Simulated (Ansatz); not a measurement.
Below is the output of a Python script on the Ansatz DFT code, driven from Python that makes a geometry optimisation of CH₆NPSi, SMILES C=N[SiH2]P. Write a script that gives it. Use: PBE, def2-SVP basis, multiplicity 1, D3BJ dispersion.

```xyz
10

C    -0.6978    0.9755    1.5611
N     0.1646    0.6327    0.6694
Si   -0.3584   -0.5615   -0.4790
P     1.3359   -0.9138   -1.8384
H    -1.7248    0.5729    1.6463
H    -0.4167    1.7305    2.3146
H    -0.7220   -1.7931    0.2580
H    -1.5317   -0.0286   -1.2082
H     1.6298    0.4459   -2.0880
H     2.3212   -1.0606   -0.8359
```

```console
$ python opt.py
step   1  E = -19771.482199 eV  largest force component 1.4772 eV/A
step   2  E = -19771.600061 eV  largest force component 0.5402 eV/A
step   3  E = -19771.679913 eV  largest force component 0.3449 eV/A
step   4  E = -19771.684932 eV  largest force component 0.1832 eV/A
step   5  E = -19771.689619 eV  largest force component 0.0981 eV/A
step   6  E = -19771.691027 eV  largest force component 0.1428 eV/A
step   7  E = -19771.691464 eV  largest force component 0.4471 eV/A
step   8  E = -19771.688881 eV  largest force component 0.5464 eV/A
step   9  E = -19771.704672 eV  largest force component 0.2748 eV/A
step  10  E = -19771.716444 eV  largest force component 0.2860 eV/A
step  11  E = -19771.734500 eV  largest force component 0.3495 eV/A
step  12  E = -19771.746832 eV  largest force component 0.5563 eV/A
step  13  E = -19771.782246 eV  largest force component 0.2798 eV/A
step  14  E = -19771.795779 eV  largest force component 0.1741 eV/A
step  15  E = -19771.801255 eV  largest force component 0.3755 eV/A
step  16  E = -19771.799567 eV  largest force component 0.2736 eV/A
step  17  E = -19771.806830 eV  largest force component 0.2002 eV/A
step  18  E = -19771.810464 eV  largest force component 0.0763 eV/A
step  19  E = -19771.810798 eV  largest force component 0.0706 eV/A
step  20  E = -19771.810959 eV  largest force component 0.0143 eV/A
step  21  E = -19771.810900 eV  largest force component 0.0291 eV/A
step  22  E = -19771.811037 eV  largest force component 0.0068 eV/A
step  23  E = -19771.811061 eV  largest force component 0.0056 eV/A
E = -19771.811094 eV = -726.6006559 Ha
converged: True  doubts: none
final positions (A) and the move of each atom
C    -0.53895    0.95416    1.60659    0.1666
N    -0.39818    0.95683    0.33980    0.7283
Si   -0.55891   -0.47504   -0.68951    0.3033
P     1.43081   -0.97653   -1.66692    0.2058
H    -0.80551    0.05435    2.22211    1.2023
H    -0.39768    1.89514    2.18867    0.2082
H    -1.03537   -1.70108    0.06210    0.3809
H    -1.53610   -0.13471   -1.77613    0.5778
H     1.72563    0.41680   -1.88957    0.2223
H     2.11436   -0.99001   -0.39723    0.4901
```

The script that was run (others could print the same):

`opt.py`
```python
"""Geometry optimisation of CH6NPSi."""

import ansatz as az
import numpy as np

BASIS_SET = "def2-SVP"
XC = "pbe"
VDW = "d3bj"

mol = (
    az.Crystal.molecule()
    .atom("C", (-0.6978, 0.9755, 1.5611))
    .atom("N", (0.1646, 0.6327, 0.6694))
    .atom("Si", (-0.3584, -0.5615, -0.479))
    .atom("P", (1.3359, -0.9138, -1.8384))
    .atom("H", (-1.7248, 0.5729, 1.6463))
    .atom("H", (-0.4167, 1.7305, 2.3146))
    .atom("H", (-0.722, -1.7931, 0.258))
    .atom("H", (-1.5317, -0.0286, -1.2082))
    .atom("H", (1.6298, 0.4459, -2.088))
    .atom("H", (2.3212, -1.0606, -0.8359))
)

model = (
    mol.calculation()
    .basis(gaussian=BASIS_SET)
    .functional(XC, dispersion=VDW)
)
symbols = [site.symbol for site in mol.cartesian_sites]
start = np.array([site.position_ang for site in mol.cartesian_sites], dtype=float)
def progress(event):
    if event["event"] == "relax_step":
        row = event["data"]
        print(f"step {row['step']:3d}  E = {row['lagrangian_ev']:.6f} eV  largest force component {row['allowed_force_max_ev_ang']:.4f} eV/A")


summary = model.relax(force_tolerance=0.01, max_steps=100).session().plan().execute(on_event=progress).report
end = np.array(summary["positions_ang"])

print(f"E = {summary['free_energy_ev']:.6f} eV = {summary['free_energy_ev'] / 27.211386246:.7f} Ha")
print("converged:", summary["converged"], " doubts:", summary["published_state_doubts"] or "none")

print("final positions (A) and the move of each atom")
for symbol, xyz, old in zip(symbols, end, start):
    print(f"{symbol:2s} {xyz[0]:10.5f} {xyz[1]:10.5f} {xyz[2]:10.5f}   {np.linalg.norm(xyz - old):7.4f}")
with open("ch6npsi_opt.xyz", "w") as handle:
    handle.write(f"{len(symbols)}\nrelaxed CH6NPSi\n")
    handle.writelines(f"{s:2s} {x:11.6f} {y:11.6f} {z:11.6f}\n" for s, (x, y, z) in zip(symbols, end))
```

Caveats:
- Total energies depend on the basis set; only differences at equal settings carry meaning.
- The end point is the stationary point reached from this start; no frequency run checks that it is a minimum, and the basis set is modest.
- The whole script took 82 s on 1 thread of Arm Neoverse V1 (shared host), peak memory 0.22 GiB.

(Lines on the test bed's own set-up are left out of the output.)
